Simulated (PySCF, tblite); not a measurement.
# C5H13BO2Si2: geometry, infrared bands and NMR shifts

Aim: predict the infrared bands and NMR shifts of C5H13BO2Si2 (`OB(O)[C@H]1[SiH2]C=C1CC[SiH3]`).

Computed with tblite 0.8.0 and PySCF 2.14.0, with density-fitted response routines of our own, on a single molecule in the gas phase. Atoms are numbered from 0 throughout.

### 1 Starting geometry

23 atoms, charge 0, multiplicity 1; geometry from: force field or distance geometry start.

Bonds of the start (Å): O0–B1 1.46, B1–O2 1.46, B1–C3 1.60, C3–Si4 1.73, Si4–C5 1.84, C5–C6 1.40, C6–C7 1.51, C7–C8 1.53, C8–Si9 1.87, C6–C3 1.51, O0–H10 1.00, O2–H11 0.98, C3–H12 1.13, Si4–H13 1.46, Si4–H14 1.48, C5–H15 1.08, C7–H16 1.11, C7–H17 1.11, C8–H18 1.10, C8–H19 1.11, Si9–H20 1.48, Si9–H21 1.48, Si9–H22 1.47.

### 2 Geometry optimisation with GFN2-xTB

Job settings and geometry (Å):

```
{"job": {"kind": "relax", "xc": "GFN2-xTB", "basis": "xTB"}, "charge": 0, "multiplicity": 1}
O     -1.605600     1.321900    -1.375400
B     -2.129000     0.795800    -0.121200
O     -2.990900     1.610400     0.721800
C     -1.693900    -0.656100     0.384600
Si    -2.165500    -1.925700    -0.694700
C     -0.326700    -1.970300    -0.605700
C     -0.205900    -0.887800     0.269300
C      0.978500    -0.216100     0.912800
C      1.849300     0.443600    -0.152200
Si     3.305000     1.304600     0.640400
H     -2.295500     1.068200    -2.051100
H     -2.388000     2.116600     1.308300
H     -2.054900    -0.867000     1.435100
H     -2.778700    -3.084200    -0.045400
H     -2.635600    -1.472600    -2.022600
H      0.407200    -2.613700    -1.064500
H      0.606100     0.545300     1.631900
H      1.559200    -0.988300     1.463700
H      2.225400    -0.310300    -0.861900
H      1.257900     1.205000    -0.705700
H      2.824900     2.340900     1.574400
H      4.125700     1.939200    -0.409200
H      4.126500     0.327600     1.378100
```

Command:

```sh
OMP_NUM_THREADS=1 python probes_run.py task.json out
```

One launch serves the whole session: the jobs run in the order shown.

**Question.** This job is followed by: GFN2-xTB harmonic vibrations, gas phase; GIAO PBE0/pcSseg-1 NMR shielding, non-relativistic, gas phase. Predict these results of the whole session: strongest single infrared mode (GFN2-xTB); zero-point energy (GFN2-xTB); ¹³C shifts against TMS (PBE0/pcSseg-1); ¹H shifts against TMS (PBE0/pcSseg-1, means over atoms taken as alike); ¹⁷O shifts against H2O (PBE0/pcSseg-1, means over atoms taken as alike); ¹¹B shifts against BF3·OEt2 (PBE0/pcSseg-1); ²⁹Si shifts against TMS (PBE0/pcSseg-1).

As calculated:

```
                                                               quantity                                                           value
                              strongest single infrared mode (GFN2-xTB)                                           2219 cm⁻¹, 435 km/mol
                                           zero-point energy (GFN2-xTB)                                                  104.3 kcal/mol
                                 ¹³C shifts against TMS (PBE0/pcSseg-1)                              182.7, 129.3, 39.0, 27.9, 12.9 ppm
 ¹H shifts against TMS (PBE0/pcSseg-1, means over atoms taken as alike)  5.72, 4.91, 4.77, 3.83, 3.80, 2.54, 2.20, 1.79, 1.63, 0.91 ppm
¹⁷O shifts against H2O (PBE0/pcSseg-1, means over atoms taken as alike)                                                       121.4 ppm
                            ¹¹B shifts against BF3·OEt2 (PBE0/pcSseg-1)                                                        30.0 ppm
                                ²⁹Si shifts against TMS (PBE0/pcSseg-1)                                                -51.7, -70.2 ppm
```

What this shows: The optimisation took 145 steps and gained 2.260 eV; among the close pairs (by a distance rule), C3–Si4 changed most, from 1.732 to 1.945 Å. All 63 modes are real, so the xTB geometry is a minimum. The strongest single mode, at 2219 cm⁻¹, moves mainly H13. GFN2-xTB is a fitted tight-binding method: band positions and strengths are rough. Its intensities can rank the bands wrongly. H15 (hydrogen on an alkene CH) lies farthest downfield among hydrogen, at 5.72 ppm; a vinylic proton, deshielded by the sp2 carbon and the C=C anisotropy. At PBE0/pcSseg-1: Shielding is most anisotropic at C6 (span 266 ppm, paramagnetic term -256 ppm).
